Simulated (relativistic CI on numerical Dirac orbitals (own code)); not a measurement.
# Eu³⁵⁺: one ion under different settings

How much do the settings matter for Eu³⁵⁺? One ion, several inputs.

The numbers are computed with relativistic CI on numerical Dirac orbitals (own code) version 3 (Dirac-Coulomb-Breit CI, KLI orbitals optimised for each configuration, model QED (radiative potential, 1s self-energy scaled to tabulated hydrogen-like ionisation energies), numerical settings as typed), except any that are marked as measured or tabulated.

## 1. The atom as given

| Property | Result |
| --- | --- |
| ion | Eu³⁵⁺ (Eu XXXVI) |
| nuclear charge | 63 |
| electrons | 28 |
| isotope | A = 153 |

## 2. Usual settings

Settings, as recorded:

```ini
atom Eu  Z=63  charge=35  electrons=28
nucleus A=153  rms_radius_fm=5.1115
hamiltonian dirac-coulomb  breit=on  qed=on  c_scale=1
orbitals kli  potential=per-configuration
slater_scale 1
correlation none
mixing on
grid step=0.0125 r_max=3.4
scf mixing=0.4 start=green max_iterations=150 tolerance=2e-08 node_fill=0.05
configurations
  [Ar] 3d10
end
```

Launch:

```
python run_levels.py task.json out
```

The settings of every run stand in task.json; they run in order.

## 3. Speed-of-light factor 1.25, iteration limit 30, QED terms off

Settings, as recorded:

```ini
atom Eu  Z=63  charge=35  electrons=28
nucleus A=153  rms_radius_fm=5.1115
hamiltonian dirac-coulomb  breit=on  qed=off  c_scale=1.25
orbitals kli  potential=per-configuration
slater_scale 1
correlation none
mixing on
grid step=0.0125 r_max=3.4
scf mixing=0.4 start=green max_iterations=30 tolerance=2e-08 node_fill=0.05
configurations
  [Ar] 3d10
end
```

## 4. Grid step 0.04, potential mixing 0.1, end of the grid 1.7

Settings, as recorded:

```ini
atom Eu  Z=63  charge=35  electrons=28
nucleus A=153  rms_radius_fm=5.1115
hamiltonian dirac-coulomb  breit=on  qed=on  c_scale=1
orbitals kli  potential=per-configuration
slater_scale 1
correlation none
mixing on
grid step=0.04 r_max=1.7
scf mixing=0.1 start=green max_iterations=150 tolerance=2e-08 node_fill=0.05
configurations
  [Ar] 3d10
end
```

## 5. Speed-of-light factor 10, tolerance 1e-10, nuclear radius 4.6004

Settings, as recorded:

```ini
atom Eu  Z=63  charge=35  electrons=28
nucleus A=153  rms_radius_fm=4.6004
hamiltonian dirac-coulomb  breit=on  qed=on  c_scale=10
orbitals kli  potential=per-configuration
slater_scale 1
correlation none
mixing on
grid step=0.0125 r_max=3.4
scf mixing=0.4 start=green max_iterations=150 tolerance=1e-10 node_fill=0.05
configurations
  [Ar] 3d10
end
```

## 6. QED terms off, node fill 0, speed-of-light factor 0.8

Settings, as recorded:

```ini
atom Eu  Z=63  charge=35  electrons=28
nucleus A=153  rms_radius_fm=5.1115
hamiltonian dirac-coulomb  breit=on  qed=off  c_scale=0.8
orbitals kli  potential=per-configuration
slater_scale 1
correlation none
mixing on
grid step=0.0125 r_max=3.4
scf mixing=0.4 start=green max_iterations=150 tolerance=2e-08 node_fill=0
configurations
  [Ar] 3d10
end
```

(Steps that only read results are left out.)

Before running it: what results should come out? Wanted: lowest level, usual settings; total energy.

**Answer**, as computed:

| setting | total energy less usual (Ha) | largest shift of a level among the lowest eight of both runs, same label and place (cm⁻¹) | SCF iterations | time | lowest level | kind of change |
| --- | --- | --- | --- | --- | --- | --- |
| usual | 0 | 0 | 10 | 0.047 s | 3d10 1S0 | - |
| speed-of-light factor 1.25, iteration limit 30, QED terms off | 150 | - | 10 | 0.023 s | 3d10 1S0 | unphysical constant |
| grid step 0.04, potential mixing 0.1, end of the grid 1.7 | 0.000537 | - | 11 | 0.019 s | 3d10 1S0 | numerical |
| speed-of-light factor 10, tolerance 1e-10, nuclear radius 4.6004 | 399 | - | 12 | 0.049 s | 3d10 1S0 | unphysical constant |
| QED terms off, node fill 0, speed-of-light factor 0.8 | -281 | - | 10 | 0.023 s | 3d10 1S0 | unphysical constant |

| quantity | value |
| --- | --- |
| lowest level, usual settings | 3d10 1S0 |
| total energy | -10122.2533 Ha |

Only the listed configurations are in the model.
